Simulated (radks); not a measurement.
**Ta³⁺ in [Xe] 4f14 5d2: an all-electron calculation**

Wanted: eigenvalues, radial structure and energy terms of the tantalum ion Ta3+.

The numbers are computed with radks (a radial shooting solver on a logarithmic mesh, Libxc functionals) version 1 (Dirac Kohn-Sham, BLYP, spin-unpolarised, spherical densities, finite nucleus; open shells are shared between the two j in proportion to 2j + 1), except any that are marked as measured or tabulated.

### 1 Starting point

* element: tantalum (Z = 73)
* charge: +3
* electrons: 70
* configuration: [Xe] 4f14 5d2
* nuclear rms radius: 5.3507 fm

Outer shells as boxes (Hund's rule):

Ta³⁺
```
[Xe] core
4f [↑↓][↑↓][↑↓][↑↓][↑↓][↑↓][↑↓]
5d [↑ ][↑ ][  ][  ][  ]
```

### 2 The calculation

Settings of this run:

```text
Z 73
configuration [Xe] 4f14 5d2
relativity Dirac
functional b88,lyp
spin unpolarised
j_filling average
nucleus finite rms 5.3507 fm
c 137.035999084
```

Q: Predict the outcome of this run.

**Answer**, as computed:

| quantity | value |
| --- | --- |
| total energy | -15622.8162 hartree |
| exchange-correlation share of it | 2.03 % |
| −T/E | 1.1221 |
| highest occupied level | 5d5/2, -28.770 eV |
| most extended occupied level | 5d5/2, <r> = 1.88 bohr |
| radius at density 0.001 e/bohr³ | 3.41 bohr |
| maxima of the radial density | 4 |
| ionisation energy, NIST | 35 (theory) eV |

**Reading.** 5 principal shells are occupied and 4 maxima appear in the radial density; where shells overlap, one shows as a shoulder or not at all. Relativity lifts −T/E to 1.122. Minus the highest eigenvalue, 28.770 eV, is 82 % of the tabulated ionisation energy (35 eV); the potential of a semilocal functional falls off too fast, so its top eigenvalue is too shallow. Spin polarisation and multiplet splitting are left out. Sharing an open shell by 2j + 1 raises it above the true ground level by a part of the spin-orbit splitting, which enters the differences from NIST.
